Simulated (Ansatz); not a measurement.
# NaF (Villiaumite): the cost of one run

Method: DFT, levels as named, plane waves, PAW, in Ansatz 0.2.0.

### 1 The starting structure

Symmetry: Fm-3m, No. 225, cubic system. The conventional cell has a = 4.640 Å, b = 4.640 Å, c = 4.640 Å, α = 90.00°, β = 90.00°, γ = 90.00°. Na (site symmetry m-3m) is surrounded by 6 F at 2.32 Å. F (site symmetry m-3m) is surrounded by 6 Na at 2.32 Å.

Structure file:

```cif
data_structure
_symmetry_space_group_name_H-M 'Fm-3m'
_symmetry_Int_Tables_number 225
_cell_length_a 4.6400
_cell_length_b 4.6400
_cell_length_c 4.6400
_cell_angle_alpha 90.000
_cell_angle_beta 90.000
_cell_angle_gamma 90.000
_cell_volume 99.90
loop_
_atom_site_label
_atom_site_type_symbol
_atom_site_symmetry_multiplicity
_atom_site_Wyckoff_symbol
_atom_site_fract_x
_atom_site_fract_y
_atom_site_fract_z
_atom_site_occupancy
Na1 Na 4 a 0.00000 0.00000 0.00000 1
F1 F 4 b 0.50000 0.00000 0.00000 1
```

### 2 PBE: cell and atoms

Input file input.yaml:

```yaml
crystal:
  lattice:
    - [0.0, 2.32, 2.32]
    - [2.32, 0.0, 2.32]
    - [2.32, 2.32, 0.0]
  atoms:
    - { symbol: Na, position: [0.0, 0.0, 0.0] }
    - { symbol: F, position: [0.5, 0.5, 0.5] }
  symmetry: { tolerance: 0.0003 }
hamiltonian:
  xc: pbe
  pseudopotentials: { kind: paw, azcp: { folder: soft_1 } }
basis:
  ecutwfc: 420
magnetization:
  spin_polarized: false
scf:
  occupations: { method: fermi_dirac, width: 0.02 }
kpoints:
  mp_grid: { grid: [10, 10, 10], shift: [0, 0, 0] }
output:
  forces: true
  stress: true
  eigenvalues: true
relax:
  max_steps: 60
  cell: {}
```

The run is started by

```console
> ansatz run input.yaml --threads 2 --pin off --max-ram 5632MiB --backend cpu --events-out ev --progress --plain --runs-dir out
```

Q: Estimate wall time and peak memory on 2 threads of Arm Neoverse V2, shared host.

About 3.1 s, with a peak of 0.27 GiB.
